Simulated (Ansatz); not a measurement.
# Cl2H5NSi2: the cost of one run

Program: Ansatz 0.2.0. Level of theory: RKS PBE0/STO-3G. These are calculated values, not measurements.

### 1 The starting structure

Bond lengths: Si1–N2 1.820 Å, N2–H3 1.060 Å, N2–H4 1.060 Å, Si1–Si5 2.220 Å, Si5–H6 1.460 Å, Si5–H7 1.460 Å, Si5–H8 1.460 Å, Si1–Cl9 2.128 Å, Si1–Cl10 2.128 Å. Angles (14 of 15 angles, heavy atoms first): N2–Si1–Si5 109.5°, N2–Si1–Cl9 109.5°, N2–Si1–Cl10 109.5°, Si5–Si1–Cl9 109.5°, Si5–Si1–Cl10 109.5°, Cl9–Si1–Cl10 109.5°, Si1–N2–H3 120.0°, Si1–N2–H4 120.0°, Si1–Si5–H6 109.5°, Si1–Si5–H7 109.5°, Si1–Si5–H8 109.5°, H3–N2–H4 120.0°, H6–Si5–H7 109.4°, H6–Si5–H8 109.4°.

Structure file:

```xyz
10

Si    0.0000    0.0000    0.0000
N     0.0000    0.0000    1.8200
H    -0.8770   -0.2713    2.3500
H     0.8770    0.2713    2.3500
Si    2.0935    0.0000   -0.7393
H     2.5508   -1.3762   -0.9079
H     2.1573    0.6939   -2.0222
H     2.9510    0.6823    0.2255
Cl   -1.0032    1.7381   -0.7093
Cl   -1.0032   -1.7381   -0.7093
```

### 2 Preparing the start

input.yaml

```yaml
crystal:
  periodic: [false, false, false]
  atoms:
    - { symbol: Si, position_ang: [0.0, 0.0, 0.0] }
    - { symbol: "N", position_ang: [0.0, 0.0, 1.82] }
    - { symbol: H, position_ang: [-0.877, -0.2713, 2.35] }
    - { symbol: H, position_ang: [0.877, 0.2713, 2.35] }
    - { symbol: Si, position_ang: [2.0935, 0.0, -0.7393] }
    - { symbol: H, position_ang: [2.5508, -1.3762, -0.9079] }
    - { symbol: H, position_ang: [2.1573, 0.6939, -2.0222] }
    - { symbol: H, position_ang: [2.951, 0.6823, 0.2255] }
    - { symbol: Cl, position_ang: [-1.0032, 1.7381, -0.7093] }
    - { symbol: Cl, position_ang: [-1.0032, -1.7381, -0.7093] }
basis:
  gaussian: { orbitals: STO-3G }
hamiltonian:
  xc: pbe0
relax:
  f_tol: 0.02
  max_steps: 40
```

Launch:

```sh
$ ansatz run input.yaml --threads 1 --pin off --max-ram 2048MiB --backend cpu --events-out ev --progress --plain --runs-dir out
```

Q: Estimate wall time and peak memory on 1 thread of Intel Xeon Platinum 8488C (Sapphire Rapids), shared host.

About 39 s, with a peak of 0.15 GiB.
